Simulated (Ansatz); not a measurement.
Geometry optimisation, DFT PBE, scalar-relativistic, plane waves, PAW (Ansatz 0.2.0).

input.yaml

```yaml
crystal:
  lattice:
    - [5.806654, 0.0, 0.0]
    - [-2.271117, 7.170798, 0.0]
    - [0.0, 0.0, 16.611665]
  atoms:
    - { symbol: W, position: [0.7072245, 0.1385221, 0.091071] }
    - { symbol: W, position: [0.7072245, 0.6385221, 0.091071] }
    - { symbol: O, position: [0.350799, 0.9647941, 0.1028842] }
    - { symbol: O, position: [0.832081, 0.9218133, 0.1219434] }
    - { symbol: O, position: [0.06365, 0.3122501, 0.0792578] }
    - { symbol: O, position: [0.582368, 0.3552309, 0.0601987] }
    - { symbol: W, position: [0.1216735, 0.4155664, 0.1990067] }
    - { symbol: W, position: [0.1216735, 0.9155664, 0.1990067] }
    - { symbol: O, position: [0.765248, 0.2418384, 0.2108199] }
    - { symbol: O, position: [0.24653, 0.1988576, 0.2298791] }
    - { symbol: O, position: [0.478099, 0.5892944, 0.1871935] }
    - { symbol: O, position: [0.996817, 0.6322752, 0.1681343] }
    - { symbol: W, position: [0.5361225, 0.6926106, 0.3069424] }
    - { symbol: W, position: [0.5361225, 0.1926106, 0.3069424] }
    - { symbol: O, position: [0.1796969, 0.5188827, 0.3187556] }
    - { symbol: O, position: [0.6609789, 0.4759019, 0.3378147] }
    - { symbol: O, position: [0.892548, 0.8663386, 0.2951292] }
    - { symbol: O, position: [0.411266, 0.9093194, 0.27607] }
    - { symbol: "N", position: [0.4734931, 0.8026914, 0.4365405], spin: 1.0 }
    - { symbol: H, position: [0.5934947, 0.8899272, 0.4726597] }
    - { symbol: H, position: [0.3534914, 0.7154557, 0.4726597] }
magnetization:
  spin_polarized: true
basis:
  ecutwfc: 420.0
kpoints:
  mp_grid: { grid: [2, 2, 1] }
hamiltonian:
  xc: pbe
scf:
  occupations: { method: gaussian, width: 0.05 }
  lower_state_search: "off"
relax:
  f_tol: 0.03
  max_steps: 60
  adjacent_minimum: "off"
  constraints: [{ sites: [4, 5] }]
```

Command:

```bash
$ ansatz run input.yaml --threads 4 --pin off --max-ram 10240MiB --backend cpu --events-out ev --progress --plain --runs-dir out
```

**Question.** Where does it end, and by what steps?

**Answer.** The run converged. Limits of this set-up: coarse k mesh, thin slab, slab without dipole correction. After 34 steps the energy has fallen by 11.016 eV; H21 moved furthest, 1.57 Å. Parted: W1–O9 (2.13 → 3.25 Å), W2–O4 (2.10 → 3.35 Å). Joined: W2–W14 (4.80 → 2.57 Å), W2–O17 (3.80 → 2.24 Å).

```csv
step,energy less start (eV),largest force component (eV/Å),accepted
0,0.0000,3.231,yes
2,-5.1524,2.995,yes
4,-6.8517,0.990,yes
6,-7.3841,0.819,yes
8,-7.8147,1.528,yes
10,-8.3164,1.835,yes
12,-8.6142,0.883,yes
14,-8.7974,0.296,yes
16,-8.9252,0.719,yes
18,-9.1994,0.626,yes
20,-9.5222,0.711,yes
22,-9.7314,1.313,yes
24,-10.4569,0.881,yes
26,-10.8196,0.919,yes
28,-10.9776,0.277,yes
30,-11.0081,0.094,yes
32,-11.0147,0.083,yes
34,-11.0160,0.025,yes
```

```xyz
21
Lattice="5.8067 0.0000 0.0000 -2.2711 7.1708 0.0000 0.0000 0.0000 16.6117" Properties=species:S:1:pos:R:3
W 3.874 1.272 1.676
W 2.738 3.599 2.557
O 0.013 6.926 1.733
O 2.937 6.876 1.886
O -0.340 2.239 1.317
O 2.575 2.547 1.000
W -0.604 2.733 3.252
W -1.330 6.510 2.825
O 4.424 1.559 4.868
O 0.775 1.143 3.601
O 0.944 4.007 2.880
O 4.440 4.511 2.365
W 1.095 5.003 4.863
W 2.706 1.742 4.340
O -0.429 3.951 4.898
O 2.003 3.109 5.349
O 2.754 5.318 3.990
O 0.131 6.671 4.412
N 1.371 5.611 6.679
H 1.044 6.492 7.073
H 1.913 5.075 7.355
```

Whether the end is a true minimum wasn't checked by a vibrational analysis.

The run took 8.3 min on 4 threads of Intel(R) Xeon(R) Platinum 8488C (Sapphire Rapids), on a shared host, peak memory 2.4 GiB.
